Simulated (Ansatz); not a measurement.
# AlFHSe radical (SMILES [F][AlH][Se]): one structure at several levels

The task here is to estimate one member of a computed series from the others.

The runs use Ansatz 0.2.0, Gaussian basis; single points in def2-TZVPP.

Cores are frozen in the correlated methods. Filled d shells of the heavier atoms are correlated. Orbitals are unrestricted. B3LYP uses VWN-RPA correlation.

## Where the work starts

SMILES `[F][AlH][Se]`, 4 atoms, charge 0, spin multiplicity 2.

Atoms are counted from 1 here; the program's logs count them from 0.

Bond lengths: F1–Al2 1.780 Å, Al2–Se3 2.233 Å, Al2–H4 1.680 Å. Angles: F1–Al2–Se3 126.1°, F1–Al2–H4 115.9°, Se3–Al2–H4 117.3°.

Coordinates:

```
F     0.8848   -0.5757    1.4254
Al    0.0626    0.0476   -0.0254
Se   -1.6075   -0.9508   -1.1206
H     0.4205    1.6337   -0.4466
```

Set-up of the first run:

Input file run/in.yaml:

```yaml
crystal:
  periodic: [false, false, false]
  atoms:
    - {symbol: F, position_ang: [0.884800, -0.575700, 1.425400]}
    - {symbol: Al, position_ang: [0.062600, 0.047600, -0.025400]}
    - {symbol: Se, position_ang: [-1.607500, -0.950800, -1.120600]}
    - {symbol: H, position_ang: [0.420500, 1.633700, -0.446600]}
basis:
  gaussian: {orbitals: def2-TZVPP}
magnetization: {spin_polarized: true, initial_magnetization: 1}
correlation: {method: ccsd_t}
scf: {omitted_lower_state_checks: [cluster_reference]}
output: {forces: true}
```

No record of the launch command was kept for these runs.

Among the steps run: CCSD(T)/def2-TZVPP; PBE0-D4/def2-TZVPP; wB97M-V/def2-TZVPP; r2SCAN-D4/def2-TZVPP; PBE-D4/def2-TZVPP; BLYP-D4/def2-TZVPP; B3LYP-D4/def2-TZVPP.

One table of the session follows, with a row left open; its other results are not shown here.

```
   method  RMS force component (eV/Å)  angle to CCSD(T) forces (°)  dipole (D)
  CCSD(T)                       1.377                    reference        1.61
  PBE0-D4                       1.320                          2.3        1.66
  wB97M-V                           ?                            ?           ?
r2SCAN-D4                       1.296                          2.8        1.54
   PBE-D4                       1.150                          2.8        1.53
  BLYP-D4                       1.162                          4.6        1.53
 B3LYP-D4                       1.300                          0.6        1.65
```

Q: Estimate the row for wB97M-V from the others.

As computed: RMS force component (eV/Å): 1.316; angle to CCSD(T) forces (°): 3.2; dipole (D): 1.60. In the column «RMS force component (eV/Å)» it lies between B3LYP-D4 (1.300) and PBE0-D4 (1.320).
